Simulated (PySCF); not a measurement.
**CH₇ClO₃Si₂: runs on many settings, part 1 of 2**

Aim: see how CH₇ClO₃Si₂ (`O[SiH](O)O[SiH2]CCl`) answers to the choice of functional, basis, grid and SCF options.

Programs: PySCF 2.14.0, with density-fitted response routines of our own. Each step states its level of theory. These are calculated values for one molecule, in the gas phase or a continuum, unless marked as measured. Atoms are numbered from 0 throughout.

## Step 1: The starting structure

14 atoms, charge 0, multiplicity 1; geometry from: GFN2-xTB.

Bonds of the start (Å): O0–Si1 1.62, Si1–O2 1.62, Si1–O3 1.62, O3–Si4 1.62, Si4–C5 1.91, C5–Cl6 1.78, O0–H7 0.95, Si1–H8 1.45, O2–H9 0.95, Si4–H10 1.46, Si4–H11 1.46, C5–H12 1.09, C5–H13 1.09.

## Step 2: Nuclear shieldings: PBE0/pcSseg-1

What the job is given:

```
{"job": {"kind": "nmr", "xc": "PBE0", "basis": "pcSseg-1"}, "charge": 0, "multiplicity": 1}
O     -1.432753     0.273204    -1.507735
Si    -1.501109    -0.887260    -0.385562
O     -2.812602    -0.590707     0.523942
O     -0.158214    -0.822880     0.521765
Si     1.306404    -0.251274     0.892922
C      1.714811     1.210938    -0.264808
Cl     3.404166     1.737898    -0.045593
H     -2.238739     0.694135    -1.793902
H     -1.515110    -2.213813    -0.972961
H     -2.935571    -1.041326     1.353739
H      2.245884    -1.346860     0.674345
H      1.224118     0.208279     2.278413
H      1.094501     2.084022    -0.071880
H      1.603536     0.945171    -1.314458
```

Method: GIAO PBE0/pcSseg-1 NMR shielding, non-relativistic, gas phase.

On the command line:

```console
OMP_NUM_THREADS=1 python probes_run.py task.json out
```

One launch serves the whole session: the jobs run in the order shown.

What it wrote:

```text
coarse grid: 13560 points
cycle   1  E = -1306.3101060018  dE =  8.969e-01  |g| = 1.158e+00  |ddm| = 3.467e+00
cycle   2  E = -1306.0535503199  dE =  2.566e-01  |g| = 1.659e+00  |ddm| = 1.888e+00
cycle   3  E = -1306.5376278563  dE = -4.841e-01  |g| = 1.012e-01  |ddm| = 1.269e+00
cycle   4  E = -1306.5390656029  dE = -1.438e-03  |g| = 6.060e-02  |ddm| = 1.195e-01
cycle   5  E = -1306.5396848975  dE = -6.193e-04  |g| = 1.353e-02  |ddm| = 4.456e-02
cycle   6  E = -1306.5397167796  dE = -3.188e-05  |g| = 2.377e-03  |ddm| = 1.183e-02
cycle   7  E = -1306.5397178139  dE = -1.034e-06  |g| = 3.977e-04  |ddm| = 2.612e-03
final grid: 118040 points
cycle   8  E = -1306.6081891225  dE = -2.340e-05  |g| = 9.774e-03  |ddm| = 1.665e-02
cycle   9  E = -1306.6081724451  dE =  1.668e-05  |g| = 1.356e-02  |ddm| = 1.424e-02
cycle  10  E = -1306.6082053224  dE = -3.288e-05  |g| = 9.255e-04  |ddm| = 8.764e-03
cycle  11  E = -1306.6082054410  dE = -1.186e-07  |g| = 3.457e-04  |ddm| = 8.571e-04
cycle  12  E = -1306.6082054606  dE = -1.965e-08  |g| = 6.585e-05  |ddm| = 2.301e-04
cycle  13  E = -1306.6082054614  dE = -7.722e-10  |g| = 1.462e-05  |ddm| = 7.153e-05
converged SCF energy = -1306.6082054614

GIAO shielding tensors (ppm)
atom      isotropic    diamagn.    paramagn.     s11        s22        s33       span
  0 O      288.108     390.688    -102.581    263.144    271.816    329.363     66.219
  1 Si     413.260     881.091    -467.831    402.877    408.617    428.286     25.408
  2 O      276.020     388.578    -112.558    247.876    263.202    316.982     69.106
  3 O      259.724     401.433    -141.709    229.090    266.033    284.049     54.959
  4 Si     382.461     879.937    -497.477    361.251    370.149    415.982     54.731
  5 C      155.599     253.521     -97.922    131.272    140.455    195.071     63.798
  6 Cl     975.334    1144.074    -168.740    870.531    938.277   1117.195    246.664
  7 H       29.606      30.769      -1.163     21.408     23.727     43.682     22.274
  8 H       27.157      29.333      -2.177     23.422     24.465     33.582     10.160
  9 H       29.543      31.327      -1.785     21.729     23.951     42.947     21.218
 10 H       26.761      28.935      -2.174     22.803     26.152     31.329      8.525
 11 H       26.727      29.346      -2.619     22.763     25.931     31.488      8.725
 12 H       28.418      31.599      -3.181     22.047     28.335     34.874     12.827
 13 H       28.402      31.575      -3.173     21.717     28.021     35.469     13.752
```

Wall time 32 s (1 thread of Arm Neoverse V1, shared host); peak memory 0.79 GiB.

The references, computed at this level on geometries of the same kind, shield at (ppm): 1H TMS 31.72, 13C TMS 186.9, 29Si TMS 349.2, 17O H2O 336.1, 35Cl HCl 950. Their shielding less the atom's gives the shift. The references are single molecules in the gas phase, so shifts against H2O, NH3, PH3, H3PO4 or CFCl3 are not on the usual liquid scales and can be off by tens of ppm. Atoms listed in one row are averaged.

```csv
atoms,environment,σ (ppm),δ (ppm),δ scaled to CDCl3
C5,sp3 CH2 bonded to Cl and Si,155.6,31.3,28.7
"H10, H11","hydrogen on a silicon bonded to C, O",26.74,4.97,–
H8,hydrogen on a silicon bonded to 3 O,27.16,4.56,–
"H12, H13",hydrogen on an sp3 CH2 bonded to Cl and Si,28.41,3.31,3.22
"H7, H9",hydrogen on an oxygen bonded to Si,29.57,2.14,–
O3,oxygen bonded to 2 Si,259.7,76.4,–
"O0, O2","oxygen bonded to Si, H",282.1,54.0,–
Si4,"silicon bonded to C, O, 2 H",382.5,-33.3,–
Si1,"silicon bonded to 3 O, H",413.3,-64.1,–
Cl6,chlorine bonded to C,975,-26,–
```

The scaled column applies a straight-line fit of computed shieldings to shifts measured in CDCl3, with any fitted terms for Cl, Br or S neighbours (root-mean-square error 0.16 ppm for H, 1.9 ppm for C).

The run also stored atomic charges by several schemes (e):

```csv
atoms,Mulliken,IAO,Hirshfeld,ESP fit
"O0, O2",-0.56,-0.80,-0.31,-0.76
Si1,1.15,1.50,0.51,1.08
O3,-0.73,-0.89,-0.31,-0.55
Si4,0.92,1.04,0.41,0.74
C5,-0.52,-0.55,-0.13,-0.44
Cl6,-0.18,-0.10,-0.08,-0.16
```

Mayer bond orders: O0–Si1 1.05, Si1–O2 1.05, Si1–O3 0.94, O3–Si4 0.93, Si4–C5 0.84, C5–Cl6 0.94.

Orbitals, density, ELF and potential are computed afterwards from the orbital file.

Frontier orbitals at PBE0/pcSseg-1, with the share of their density that lies nearest to each atom:

```csv
orbital,energy (eV),lies on
HOMO,-7.95,Cl6 59 %; C5 16 %; Si4 7 %
LUMO,0.30,Cl6 19 %; Si4 13 %; O3 11 %
```

ELF in a plane through or near 7 of the atoms.

Values, 10 rows by 14 columns:
```
0.00 0.00 0.00 0.00 0.00 0.00 0.00 0.00 0.00 0.00 0.00 0.00 0.00 0.00
0.00 0.00 0.00 0.00 0.00 0.00 0.00 0.00 0.00 0.00 0.00 0.00 0.00 0.00
0.00 0.00 0.00 0.00 0.03 0.18 0.10 0.02 0.02 0.00 0.00 0.00 0.00 0.00
0.00 0.00 0.04 0.01 0.11 0.14 0.08 0.76 0.57 0.03 0.08 0.01 0.00 0.00
0.00 0.07 0.63 0.64 0.09 0.36 0.18 0.24 0.77 0.37 0.43 0.15 0.00 0.00
0.00 0.16 0.78 0.28 0.64 0.86 0.21 0.34 0.08 0.22 0.50 0.23 0.00 0.00
0.00 0.19 0.86 0.82 0.43 0.89 0.13 0.48 0.71 0.60 0.02 0.00 0.00 0.00
0.00 0.02 0.38 0.23 0.03 0.45 0.01 0.57 0.74 0.93 0.26 0.00 0.00 0.00
0.00 0.00 0.00 0.00 0.00 0.00 0.00 0.01 0.02 0.19 0.00 0.00 0.00 0.00
0.00 0.00 0.00 0.00 0.00 0.00 0.00 0.00 0.00 0.00 0.00 0.00 0.00 0.00
```
The map spans 12.8 Å across and 9.5 Å up, centred on the molecule. Atoms in the plane (x, y in Å): O0 (1.4, -1.6), Si1 (1.7, 0.0), O3 (0.4, 0.9), Si4 (-1.2, 1.1), C5 (-2.0, -0.6), Cl6 (-3.8, -0.5), H7 (2.0, -2.2).

On the surface of density 0.002 e/bohr³ the electrostatic potential runs, from the 1st to the 99th percentile, from -0.94 V near O2 to 2.50 V near H9.

## Step 3: TDDFT and polarisability: PBE0/def2-SVPD

The job, as its differences from that of step 2:

```diff
@@ -1,2 +1,2 @@
-{"job": {"kind": "nmr", "xc": "PBE0", "basis": "pcSseg-1"}, "charge": 0, "multiplicity": 1}
+{"job": {"kind": "uv", "xc": "PBE0", "basis": "def2-SVPD", "nstates": 6, "ntriplets": 2}, "charge": 0, "multiplicity": 1}
 O     -1.432753     0.273204    -1.507735
```

With the program's defaults for keys left out, this is: TDDFT PBE0/def2-SVPD, vertical, gas phase, core orbitals frozen in the response.

What it wrote:

```text
coarse grid: 13560 points
cycle   1  E = -1305.7882829758  dE =  8.500e-01  |g| = 1.087e+00  |ddm| = 6.057e+00
cycle   2  E = -1305.4958609623  dE =  2.924e-01  |g| = 1.638e+00  |ddm| = 2.843e+00
cycle   3  E = -1306.0049880517  dE = -5.091e-01  |g| = 8.828e-02  |ddm| = 1.681e+00
cycle   4  E = -1306.0062682359  dE = -1.280e-03  |g| = 5.291e-02  |ddm| = 2.259e-01
cycle   5  E = -1306.0068100546  dE = -5.418e-04  |g| = 1.442e-02  |ddm| = 6.378e-02
cycle   6  E = -1306.0068495081  dE = -3.945e-05  |g| = 2.231e-03  |ddm| = 1.984e-02
cycle   7  E = -1306.0068507442  dE = -1.236e-06  |g| = 4.221e-04  |ddm| = 5.304e-03
final grid: 118040 points
cycle   8  E = -1306.1752009576  dE = -2.274e-05  |g| = 8.748e-03  |ddm| = 8.371e-02
cycle   9  E = -1306.1751844548  dE =  1.650e-05  |g| = 1.274e-02  |ddm| = 2.257e-02
cycle  10  E = -1306.1752160761  dE = -3.162e-05  |g| = 6.540e-04  |ddm| = 1.309e-02
cycle  11  E = -1306.1752161652  dE = -8.912e-08  |g| = 2.245e-04  |ddm| = 1.160e-03
cycle  12  E = -1306.1752161734  dE = -8.223e-09  |g| = 7.476e-05  |ddm| = 2.715e-04
cycle  13  E = -1306.1752161746  dE = -1.151e-09  |g| = 1.299e-05  |ddm| = 1.082e-04
cycle  14  E = -1306.1752161746  dE = -4.343e-11  |g| = 2.910e-06  |ddm| = 3.243e-05
converged SCF energy = -1306.1752161746

Static polarisability (au): isotropic 84.993, principal 73.461 79.955 101.562

Singlet excitations
state   eV       nm        f      main configurations
  1   6.5879    188.2   0.01676   H->L 0.71, H->L+1 0.23
  2   7.0879    174.9   0.00424   H-1->L 0.65, H-1->L+1 0.24
  3   7.3370    169.0   0.00119   H->L+1 0.41, H->L+3 0.28, H->L+2 0.21
  4   7.4876    165.6   0.00549   H->L+2 0.30, H->L+4 0.29, H->L 0.18
  5   7.5684    163.8   0.00092   H-2->L 0.85, H-2->L+1 0.09
  6   7.7767    159.4   0.00602   H->L+3 0.54, H->L+1 0.20, H->L+4 0.19

Triplet excitations (Tamm-Dancoff, eV): 5.9963 6.4621
```

Wall time 48 s (1 thread of Arm Neoverse V1, shared host); peak memory 0.89 GiB.

The orbitals next to the gap, with their largest atomic shares:

```csv
orbital,eV,atoms
HOMO−3,-9.46,"O2 25 %, O0 20 %, Si1 16 %"
HOMO−2,-8.90,"O3 31 %, Si4 19 %, H10 12 %"
HOMO−1,-8.50,"Cl6 78 %, C5 14 %"
HOMO,-8.00,"Cl6 55 %, C5 21 %, Si4 10 %"
LUMO,-0.14,"Si1 20 %, Si4 14 %, Cl6 12 %"
LUMO+1,0.37,"Cl6 17 %, O0 14 %, Si4 12 %"
LUMO+2,0.53,"O2 23 %, O0 12 %, O3 12 %"
```

With each of the 6 states as a Gaussian band of 0.4 eV half-width at 1/e, the curve within the window shown has maxima at 188 nm (ε 720), 165 nm (ε 510) L/(mol cm). Beyond the last state computed it falls off for lack of states. The curve at chosen wavelengths:

nm, ε (L/mol/cm) and a bar:
```
      154        174 ####
      156        261 ########
      158        352 #############
      160        430 ################
      162        485 ###################
      165        515 ####################
      167        505 ####################
      169        483 ###################
      171        459 ##################
      173        444 #################
      175        447 #################
      177        471 ##################
      179        517 ####################
      182        610 #########################
      184        669 ############################
      186        710 #############################
      188        722 ##############################
      190        698 #############################
      192        643 ##########################
      194        563 #######################
      196        470 ##################
      199        329 ############
      201        245 ########
      203        176 ####
      205        121 ##
      207         81
```

Leading natural transition orbitals of singlet state 1: the hole lies on Cl6 58 %; C5 16 %; Si4 7 %; the particle on Cl6 31 %; C5 16 %; Si4 10 %.

Ground-state properties from the same run:

```csv
property,computed
dipole moment (D),2.92
polarisability (Å³),12.59
HOMO–LUMO gap (eV),7.86
−ε(HOMO) (eV),8.00
```

(Continued in part 2 of 2.)
